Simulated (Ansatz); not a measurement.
# CH₃BClN: a ladder of functionals and wavefunction methods

Aim: compute CH₃BClN with functionals from several rungs and with coupled cluster, and see how far each lands from CCSD(T) at the basis-set limit for the atomisation energy.

The runs use Ansatz 0.2.0, Gaussian basis; functionals in def2-TZVPP, the program's frozen cores in correlated methods.

The runs, in order: LDA (SPW92), PBE-D4, revPBE-D4, BLYP-D4, r2SCAN-D4, B97M-V, PBE0-D4, B3LYP-D4, r2SCANh-D4, r2SCAN0-D4, HSE06-D4, BHLYP-D4, CAM-B3LYP-D4, LC-ωPBE, ωB97X-V, ωB97M-V, B2PLYP, PBE-QIDH; CCSD(T)/def2-SVP; CCSD(T)/def2-TZVPP; MP2/def2-QZVPP; extrapolation to the limit; RPA on PBE.

**1. Structure used throughout**

The geometry comes from an earlier relaxation with PBE0-D4 in a triple-zeta def2 set; it is a stationary point, not always the lowest conformer.

7 atoms, charge 0, spin multiplicity 1.

Atoms are counted from 1 here; the program's logs count them from 0.

Bond lengths: B1–C2 1.557 Å, B1–Cl4 1.854 Å, B1–H5 1.208 Å, B1–H6 1.208 Å, C2–N3 1.151 Å, N3–H7 0.997 Å. Angles: C2–B1–Cl4 105.4°, C2–B1–H5 105.5°, C2–B1–H6 105.5°, Cl4–B1–H5 113.5°, Cl4–B1–H6 113.5°, H5–B1–H6 112.3°, B1–C2–N3 179.9°, C2–N3–H7 178.0°.

**2. LDA**

This LDA is Slater exchange with PW92 correlation.

Input file in.yaml:

```yaml
crystal:
  periodic: [false, false, false]
  atoms:
    - {symbol: B, position_ang: [-0.487265, 0.684043, -0.489747]}
    - {symbol: C, position_ang: [0.239858, -0.365757, 0.401747]}
    - {symbol: N, position_ang: [0.778219, -1.142934, 1.058606]}
    - {symbol: Cl, position_ang: [0.069768, 0.331092, -2.222142]}
    - {symbol: H, position_ang: [-1.667091, 0.494394, -0.314373]}
    - {symbol: H, position_ang: [-0.129460, 1.761541, -0.077982]}
    - {symbol: H, position_ang: [1.257271, -1.830479, 1.598090]}
basis:
  gaussian: {orbitals: def2-TZVPP}
hamiltonian: {xc: lda}
output: {orbitals: {seedname: orbitals}}
```

Run with:

```console
$ ansatz run in.yaml --threads 2 --pin off --events-out ev --progress --plain --max-ram 4352MiB
```

The runs that follow: PBE-D4 (GGA); revPBE-D4 (GGA); BLYP-D4 (GGA); r2SCAN-D4 (meta-GGA); B97M-V (meta-GGA); PBE0-D4 (hybrid); B3LYP-D4 (hybrid); r2SCANh-D4 (hybrid); r2SCAN0-D4 (hybrid); HSE06-D4 (hybrid); BHLYP-D4 (hybrid); CAM-B3LYP-D4 (range-separated); LC-ωPBE (range-separated); ωB97X-V (range-separated); ωB97M-V (range-separated); B2PLYP (double hybrid); PBE-QIDH (double hybrid); CCSD(T) in def2-SVP; CCSD(T) in def2-TZVPP; MP2 in def2-QZVPP; RPA on PBE orbitals.

Q: Predict the results of all the runs planned. Wanted: atomisation energy, CCSD(T)/CBS; farthest beyond LDA; mean size of error, GGA; mean size of error, meta-GGA; mean size of error, hybrid; mean size of error, range-separated; mean size of error, double hybrid; gap, smallest and largest; T1 diagnostic.

The runs gave:

| quantity | value |
| --- | --- |
| atomisation energy, CCSD(T)/CBS | 2582.4 kJ/mol |
| functionals within 12.9 kJ/mol (0.5 %) | r2SCANh-D4, LC-ωPBE, B2PLYP, PBE-QIDH |
| farthest beyond LDA | PBE-D4 (+118.3 kJ/mol) |
| mean size of error, GGA | 69.3 kJ/mol |
| mean size of error, meta-GGA | 32.5 kJ/mol |
| mean size of error, hybrid | 37.9 kJ/mol |
| mean size of error, range-separated | 25.9 kJ/mol |
| mean size of error, double hybrid | 2.1 kJ/mol |
| gap, smallest and largest | 3.65 eV (LDA (SPW92)), 11.20 eV (LC-ωPBE) |
| T1 diagnostic | 0.0131 |
| triples share of the correlation energy | 4.4 % |

**Reading.** LDA overbinds by 442.5 kJ/mol (17 %). PBE-D4 misses by +118.3 kJ/mol. Double hybrids carry the basis error of their MP2 part in triple zeta, and no dispersion term here, so their miss is partly the set-up's. By mean error the best rung here is double hybrid (2.1 kJ/mol) and the worst beyond LDA is GGA (69.3 kJ/mol). The reference freezes the cores and leaves out relativity and excitations past (T), so misses under about 12.9 kJ/mol can't be ranked. Hartree-Fock recovers 71 % of the binding; the rest is correlation. CCSD(T) in def2-SVP is off by -130.5 kJ/mol, worse than the median functional, from the basis alone. The gap grows from 3.7 to 11.2 eV across the functionals, mostly with the share of exact exchange.
